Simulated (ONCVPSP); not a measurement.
# Germanium: generating and testing an ONCV potential

Do these settings give a usable potential? It is generated, then checked for transferability, scattering, ghosts and hardness.

The numbers are computed with ONCVPSP 4.0.1.1 (patched build) (PBE, scalar-relativistic, spin-unpolarised reference atom).

## 1. Starting point

The settings as typed:

| Item | Value |
| --- | --- |
| element | germanium (Ge, Z = 32) |
| type | optimised norm-conserving Vanderbilt (ONCV) |
| frozen core | [Ar] 3d10 |
| valence charge | 4 |
| reference configuration | 4s2 4p2 |
| partial waves | 4s: rc 1.45 bohr, ncon 4, nbas 7, qcut 5.2 1/bohr, 2 projectors, debl 1.4 Ha; 4p: rc 1.90 bohr, ncon 5, nbas 10, qcut 4.1 1/bohr, 2 projectors, debl 2.8 Ha |
| local potential | polynomial inside 1.05 bohr (lpopt 3, dvloc0 0 Ha) |
| core correction | Teter function, fcfact 4.75, rcfact 1.3 |

The outer shells as boxes (Hund's rule for the drawing; the calculation is spin-unpolarised):

```
[Ar] core
3d [↑↓][↑↓][↑↓][↑↓][↑↓]
4s [↑↓]
4p [↑ ][↑ ][  ]
```

An earlier all-electron run gives the scale for the radii.

All-electron outer shells of the reference configuration (PBE, scalar-relativistic, ld1.x):

| shell | level (eV) | outermost node (bohr) | outermost maximum (bohr) |
| --- | --- | --- | --- |
| 3p | -115.62 | 0.23 | 0.54 |
| 3d | -29.31 | – | 0.50 |
| 4s | -11.73 | 0.77 | 1.75 |
| 4p | -3.90 | 0.82 | 2.22 |

## 2. Generation

Input file Ge.dat:

```
# ATOM AND REFERENCE CONFIGURATION
# atsym  z   nc   nv     iexc    psfile
  Ge 32.00    6    2        4      upf
#
#   n    l    f
    1    0    2.00
    2    0    2.00
    2    1    6.00
    3    0    2.00
    3    1    6.00
    3    2   10.00
    4    0    2.00
    4    1    2.00
#
# PSEUDOPOTENTIAL AND OPTIMIZATION
# lmax
    1
#
#   l,   rc,      ep,       ncon, nbas, qcut
    0    1.45    0.00    4    7    5.20
    1    1.90    0.00    5   10    4.10
#
# LOCAL POTENTIAL
# lloc, lpopt,  rc(5),   dvloc0
    4    3    1.05    0.00
#
# VANDERBILT-KLEINMAN-BYLANDER PROJECTORs
# l, nproj, debl
    0    2    1.40
    1    2    2.80
#
# MODEL CORE CHARGE
# icmod, fcfact, rcfact
    3    4.75    1.30
#
# LOG DERIVATIVE ANALYSIS
# epsh1, epsh2, depsh
   -2.00    5.00    0.02
#
# OUTPUT GRID
# rlmax, drl
    6.00    0.01
#
# TEST CONFIGURATIONS
# ncnf
    4
# nvcnf
#   n    l    f
    2
    4    0    2.00
    4    1    1.00
#
    2
    4    0    2.00
    4    1    0.00
#
    2
    4    0    1.00
    4    1    0.00
#
    2
    4    0    2.00
    4    1    1.50
#
```

The run is started by

```console
$ oncvpsp.x < Ge.dat > Ge.out
```

Q: Predict the outcome of this session. Wanted: cutoffs for 1 and 0.1 mHa per electron, occupied waves; bound ghosts; GHOST(+) flags; largest test error; largest phase difference near zero energy, channels read; rms error of d²Exc/dn², without and with the model core.

The runs gave:

```
                                                quantity                  value
  cutoffs for 1 and 0.1 mHa per electron, occupied waves       9.0 Ha and 51 Ha
                                            bound ghosts        s at -269.08 eV
                                          GHOST(+) flags            p at 158 eV
                            largest test error (AE − PS)  -189 meV, for 4s1 4p0
largest phase difference near zero energy, channels read              0.000 rad
 rms error of d²Exc/dn², without and with the model core      5.49 and 0.75 mHa
```

What this shows: A bound ghost (s) makes it unfit for use: electrons can fall into a state that the atom doesn't have. The worst unpolarised test, 4s1 4p0, is off by 189 meV on 57.7 eV; by total energies transferability rates as poor. That test lies far up in energy; among those under 40 eV, nearer to bonding, the largest error is 30 meV. By its cutoff, 9.0 Ha for the looser tolerance, it is soft on the atom at that tolerance. The tighter tolerance needs 51 Ha, and converged work needs a cutoff nearer that. At the looser tolerance the 4s wave is the slowest; 4p needs 6 Ha. Near zero energy the phases of the channels with partial waves agree within 0.001 rad. The program also flags highly localised states, GHOST(+) (p).
